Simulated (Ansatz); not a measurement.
# ZrSnTe: the cost of one run

Method: DFT PBEsol, scalar-relativistic, plane waves, PAW, in Ansatz 0.2.0.

2 further runs of the same task are left out: 2 set aside as unsound or not needed. Runs told in other sessions of the task aren't counted.

## (1) The starting structure

The structure is tetragonal, space group P4/nmm (No. 129). The conventional cell has a = 4.042 Å, b = 4.042 Å, c = 8.684 Å, α = 90.00°, β = 90.00°, γ = 90.00°. Zr (site symmetry 4mm) is surrounded by 5 Te at 3.03 to 3.07 Å and 4 Sn at 3.06 Å. Sn (site symmetry -4m2) is surrounded by 4 Sn at 2.86 Å and 4 Zr at 3.06 Å. Te (site symmetry 4mm) is surrounded by 5 Zr at 3.03 to 3.07 Å.

Structure file:

```
CELL_PARAMETERS angstrom
4.04185 0.00000 0.00000
0.00000 4.04185 0.00000
0.00000 0.00000 8.68420
ATOMIC_POSITIONS crystal
Zr 0.50000 0.00000 0.26458
Zr 0.00000 0.50000 0.73542
Sn 0.00000 0.00000 0.00000
Sn 0.50000 0.50000 0.00000
Te 0.50000 0.00000 0.61829
Te 0.00000 0.50000 0.38171
```

It goes back to an entry of the Materials Project, which need not be the stable form.

It is the result of an earlier relaxation at this level (volume 23.64 Å³/atom; gap on the mesh: none (metal)).

## (2) Point at V/V0 = 0.97

input.yaml reads:

```yaml
crystal:
  lattice:
    - [4.0010203506, 0.0, 0.0]
    - [0.0, 4.0010203506, 0.0]
    - [0.0, 0.0, 8.596475048]
  atoms:
    - { symbol: Zr, position: [0.5, 0.0, 0.2645754338] }
    - { symbol: Zr, position: [0.0, 0.5, 0.7354245662] }
    - { symbol: Sn, position: [0.0, 0.0, 0.0] }
    - { symbol: Sn, position: [0.5, 0.5, 0.0] }
    - { symbol: Te, position: [0.5, 0.0, 0.6182875608] }
    - { symbol: Te, position: [0.0, 0.5, 0.3817124392] }
basis:
  ecutwfc: 420
kpoints:
  mp_grid: { grid: [10, 10, 4] }
hamiltonian:
  xc: pbesol
scf:
  occupations: { method: gaussian, width: 0.1 }
output:
  forces: true
  stress: true
  eigenvalues: true
relax:
  adjacent_minimum: "off"
  f_tol: 0.01
  max_steps: 30
  cell: { stress_tol: 0.1, fix: [volume] }
```

Started as:

```bash
$ ansatz run input.yaml --threads 2 --pin off --max-ram 5120MiB --backend cpu --events-out ev --progress --plain --runs-dir out
```

Q: Estimate wall time and peak memory on 2 threads of Arm Neoverse V1, shared host.

About 64 s, with a peak of 0.66 GiB.
